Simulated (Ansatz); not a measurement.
Run this with Ansatz 0.2.0, Python API and show what comes out.

The script reads `geh4s2se.xyz`:
```text
8

S    -0.73500    1.21700   -1.36790
Ge    0.20950    0.45270    0.43250
S     2.23170   -0.21440   -0.10250
Se   -0.94840   -1.36240    1.25210
H    -1.96720    1.51990   -0.68750
H     0.28830    1.57620    1.51650
H     1.80150   -1.14560   -1.01860
H    -0.78830   -2.10060   -0.08040
```

`field_geh4s2se.py`
```python
"""Dipole of GeH4S2Se in the field of point charges."""

import ansatz as az
import numpy as np


def main() -> None:
    system = az.Crystal.molecule_from_extxyz("geh4s2se.xyz")

    setup = system.calculation()
    setup = setup.basis(gaussian="def2-SVP")
    setup = setup.functional("cam_b3lyp")
    setup = setup.forces()
    # charges +q and -q at -R and +R make a nearly even field 2 k q / R^2 at the centre
    centre = np.mean([site.position_ang for site in system.cartesian_sites], axis=0)
    field = 2 * 14.399645 * 4.0 / 40.0 ** 2


    def dipole(axis, sign):
        arm = 40.0 * np.eye(3)[axis]
        pair = [{"charge": sign * 4.0, "position_ang": (centre - arm).tolist()}, {"charge": -sign * 4.0, "position_ang": (centre + arm).tolist()}]
        deck = setup.input().set(az.key.basis.gaussian.point_charges, pair)
        return np.array(az.Session.from_dict(deck).plan().execute().report["charge_distribution"]["dipole_moment_e_ang"])


    print(f"field {field:.4f} V/A")
    alpha = np.array([(dipole(axis, 1) - dipole(axis, -1)) / (2 * field) * 14.399645 for axis in range(3)])
    print("polarisability tensor (A^3)")
    print(np.array2string(alpha, precision=3, suppress_small=True))
    print(f"mean {np.trace(alpha) / 3:.3f} A^3 = {np.trace(alpha) / 3 / 0.14818471:.2f} bohr^3")


if __name__ == "__main__":
    main()
```

`python field_geh4s2se.py` gives:
```text
field 0.0720 V/A
polarisability tensor (A^3)
[[12.56  -0.117 -0.55 ]
 [-0.106 11.704 -0.854]
 [-0.544 -0.857 11.115]]
mean 11.793 A^3 = 79.58 bohr^3
```

Caveats:
- The geometry is a force-field or estimated start, not a minimum of this method, and the basis set is short of its limit. The field of two point charges is only nearly even.
- Without diffuse functions polarisabilities are unreliable, as a rule too low, and they change with the bond lengths of this unrelaxed start.
- Hardware and time: 31 s on 1 thread of Intel(R) Xeon(R) 6975P-C (Granite Rapids), on a shared host, peak memory 0.46 GiB.

(Lines on the test bed's own set-up are left out of the output.)
